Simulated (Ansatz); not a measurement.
**C₈H₇F₃: up Jacob's ladder to CCSD(T)**

One table from this session's results is given with a row withheld; the runs are named, their logs left out.

The runs use Ansatz 0.2.0, Gaussian basis; functionals in def2-TZVPP, the program's frozen cores in correlated methods.

Plan: LDA (SPW92), PBE-D4, revPBE-D4, BLYP-D4, r2SCAN-D4, B97M-V, PBE0-D4, B3LYP-D4, r2SCANh-D4, r2SCAN0-D4, HSE06-D4, BHLYP-D4, CAM-B3LYP-D4, LC-ωPBE, ωB97X-V, ωB97M-V, B2PLYP, PBE-QIDH; CCSD(T)/def2-SVP; CCSD(T)/def2-TZVPP; MP2/def2-QZVPP; extrapolation to the limit; RPA on PBE.

## The relaxed structure

An earlier PBE0-D4 in a triple-zeta def2 set relaxation fixed the geometry.

SMILES `FC(F)(F)Cc1ccccc1`, 18 atoms, charge 0, spin multiplicity 1.

Atoms are counted from 1 here; the program's logs count them from 0.

Bond lengths: F1–C2 1.338 Å, C2–F3 1.338 Å, C2–F4 1.342 Å, C2–C5 1.511 Å, C5–C6 1.500 Å, C5–H12 1.092 Å, C5–H13 1.092 Å, C6–C7 1.390 Å, C6–C11 1.390 Å, C7–C8 1.386 Å, C7–H14 1.085 Å, C8–C9 1.387 Å, C8–H15 1.084 Å, C9–C10 1.387 Å, C9–H16 1.084 Å, C10–C11 1.386 Å, C10–H17 1.084 Å, C11–H18 1.085 Å. Angles: F1–C2–F3 107.3°, F1–C2–F4 107.1°, F1–C2–C5 112.2°, F3–C2–F4 107.1°, F3–C2–C5 112.2°, F4–C2–C5 110.7°, C2–C5–C6 113.3°, C2–C5–H12 106.5°, C2–C5–H13 106.5°, C6–C5–H12 111.2°, C6–C5–H13 111.2°, H12–C5–H13 107.8°, C5–C6–C7 120.5°, C5–C6–C11 120.5°, C7–C6–C11 118.9°, C6–C7–C8 120.6°, C6–C7–H14 119.6°, C8–C7–H14 119.9° and more.

Geometry (Å):

```
F     1.20640   -1.21372   -2.24554
C     1.91511   -0.26583   -1.62049
F     2.60879   -0.86567   -0.64558
F     2.80580    0.20945   -2.50458
C     1.03931    0.84717   -1.09491
C     0.01905    0.37952   -0.09918
C    -1.23746   -0.04138   -0.52025
C    -2.17433   -0.49114    0.39647
C    -1.86423   -0.52446    1.74766
C    -0.61391   -0.10526    2.17656
C     0.32099    0.34403    1.25760
H     0.56202    1.30403   -1.96413
H     1.70931    1.58853   -0.65499
H    -1.48295   -0.01903   -1.57662
H    -3.15039   -0.81504    0.05414
H    -2.59704   -0.87379    2.46576
H    -0.36527   -0.12632    3.23132
H     1.29880    0.66890    1.59676
```

Set-up of the first run:

in.yaml reads:

```yaml
crystal:
  periodic: [false, false, false]
  atoms:
    - {symbol: F, position_ang: [1.206399, -1.213716, -2.245541]}
    - {symbol: C, position_ang: [1.915107, -0.265830, -1.620492]}
    - {symbol: F, position_ang: [2.608789, -0.865672, -0.645584]}
    - {symbol: F, position_ang: [2.805798, 0.209454, -2.504582]}
    - {symbol: C, position_ang: [1.039314, 0.847169, -1.094914]}
    - {symbol: C, position_ang: [0.019054, 0.379517, -0.099177]}
    - {symbol: C, position_ang: [-1.237458, -0.041383, -0.520249]}
    - {symbol: C, position_ang: [-2.174330, -0.491141, 0.396466]}
    - {symbol: C, position_ang: [-1.864233, -0.524460, 1.747657]}
    - {symbol: C, position_ang: [-0.613906, -0.105263, 2.176556]}
    - {symbol: C, position_ang: [0.320991, 0.344026, 1.257604]}
    - {symbol: H, position_ang: [0.562022, 1.304027, -1.964130]}
    - {symbol: H, position_ang: [1.709315, 1.588534, -0.654985]}
    - {symbol: H, position_ang: [-1.482949, -0.019030, -1.576618]}
    - {symbol: H, position_ang: [-3.150393, -0.815041, 0.054138]}
    - {symbol: H, position_ang: [-2.597036, -0.873793, 2.465758]}
    - {symbol: H, position_ang: [-0.365271, -0.126320, 3.231324]}
    - {symbol: H, position_ang: [1.298800, 0.668901, 1.596758]}
basis:
  gaussian: {orbitals: def2-TZVPP}
hamiltonian: {xc: lda}
output: {orbitals: {seedname: orbitals}}
```

On the command line:

```sh
$ ansatz run in.yaml --threads 4 --pin off --events-out ev --progress --plain --max-ram 66560MiB --backend cuda --devices 0, --max-vram 37GiB
```

Steps of the session up to this table: LDA; PBE-D4 (GGA); revPBE-D4 (GGA); BLYP-D4 (GGA); r2SCAN-D4 (meta-GGA); B97M-V (meta-GGA); PBE0-D4 (hybrid); B3LYP-D4 (hybrid); r2SCANh-D4 (hybrid); r2SCAN0-D4 (hybrid); HSE06-D4 (hybrid); BHLYP-D4 (hybrid); CAM-B3LYP-D4 (range-separated); LC-ωPBE (range-separated); ωB97X-V (range-separated); ωB97M-V (range-separated); B2PLYP (double hybrid); PBE-QIDH (double hybrid).

One of the session's tables, all rows but one given; the rest of the session is left out.

It belongs to the step «Orbital energies across the functionals». 

```
  functional  HOMO (eV)  gap (eV)
 LDA (SPW92)      -6.65      4.98
      PBE-D4      -6.43      5.01
   revPBE-D4      -6.35      5.02
     BLYP-D4          ?         ?
   r2SCAN-D4      -6.61      5.37
      B97M-V      -6.57      5.41
     PBE0-D4      -7.43      6.91
    B3LYP-D4      -7.22      6.50
  r2SCANh-D4      -6.99      6.08
  r2SCAN0-D4      -7.57      7.13
    HSE06-D4      -7.04      6.14
    BHLYP-D4      -8.25      8.74
CAM-B3LYP-D4      -8.65      9.20
     LC-ωPBE      -9.94     11.51
     ωB97X-V      -9.59     11.15
     ωB97M-V      -9.52     10.99
```

**Question.** Estimate the row for BLYP-D4.

Worked estimate for «HOMO (eV)». Against the share of exact exchange, B3LYP-D4 (0.2, -7.22), BHLYP-D4 (0.5, -8.25) give a slope of -3.43 per unit share; at 0 the line stands at -6.53.

**Answer.** HOMO (eV): -6.24; gap (eV): 4.98. In «HOMO (eV)» the line misses by -0.29.
